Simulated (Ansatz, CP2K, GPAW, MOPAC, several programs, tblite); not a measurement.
# Zn2C from cheap methods to r2SCAN

Aim: run Zn2C through methods of unlike cost and see what each gets, and at what price.

Method: no spin polarisation, static lattice; gaps from single points on the cell relaxed beforehand with r²SCAN, in MOPAC, CP2K, tblite, GPAW, Ansatz (versions at each run).

7 further runs of the same task are left out: 1 that didn't finish, 6 set aside as unsound or not needed.

## Step 1: The starting structure

Symmetry: Fm-3m, No. 225, cubic system. The conventional cell has a = 5.156 Å, b = 5.156 Å, c = 5.156 Å, α = 90.00°, β = 90.00°, γ = 90.00°. C (site symmetry m-3m) is surrounded by 8 Zn at 2.23 Å. Around Zn (site symmetry -43m) lie 4 C at 2.23 Å.

Coordinates:

```
C Zn
1.0
     0.00000    2.57795    2.57795
     2.57795    0.00000    2.57795
     2.57795    2.57795    0.00000
C Zn
1 2
Direct
  0.00000 0.00000 0.00000
  0.25000 0.25000 0.25000
  0.75000 0.75000 0.75000
```

The structure type (antifluorite) is imposed and need not be the compound's stable one.

**Question.** The methods are PM6, PM7, DFTB, GFN1-xTB (tblite), GFN2-xTB (tblite), PBE/DZVP, PBE/single-zeta, PBE/SZV, coarse PBE, PBE, r2SCAN. What gap does r2SCAN give on this cell, and which other methods (full PBE left aside) come nearest to r2SCAN and farthest in gap, volume and bulk modulus?

```
                                               quantity                                                                                                            value
                                                 r2SCAN                                                                           gap 0.08 eV, 11.42 Å³/atom, B₀ 146 GPa
         gap: nearest and farthest of the other methods  GFN1-xTB (tblite), GFN2-xTB (tblite), PBE/DZVP, PBE/single-zeta, coarse PBE (about 0.08 eV off); PM6 (+8.13 eV)
      volume: nearest and farthest of the other methods                                                                              PBE/DZVP (+3.7 %), PBE/SZV (+4.3 %)
bulk modulus: nearest and farthest of the other methods                                                                                 PBE/SZV (+2 %), PBE/DZVP (-10 %)
```

**Reading.** For the gap (full PBE left aside), GFN1-xTB (tblite), GFN2-xTB (tblite), PBE/DZVP, PBE/single-zeta, coarse PBE tie for nearest to r2SCAN, all without the gap that it finds; PM6 is farthest. For the volume, of the 2 methods compared (full PBE left aside), PBE/DZVP comes nearest to r2SCAN and PBE/SZV is farthest. Among the 2 methods compared for the bulk modulus (full PBE left aside), PBE/SZV is nearest to r2SCAN and PBE/DZVP farthest. A minimal basis or a coarse cutoff and mesh shifts results by its own error, so closeness to r2SCAN can be chance. Cluster runs see only the k-points that fold onto the zone centre, so their gaps can miss the band edges. PM7 ended in an unphysical state and is left out of the comparison. No volume is given for PM6, DFTB, GFN1-xTB (tblite), GFN2-xTB (tblite), PBE/single-zeta, coarse PBE, which can hide a larger miss. CPU times run from 0.55 s (coarse PBE) to 42 s (PBE/DZVP). On this cell PM6, GFN2-xTB (tblite), PBE/DZVP, PBE/single-zeta, PBE/SZV cost more than r2SCAN itself (3.7 s), so they are no saving here. r2SCAN is a yardstick, not the truth.
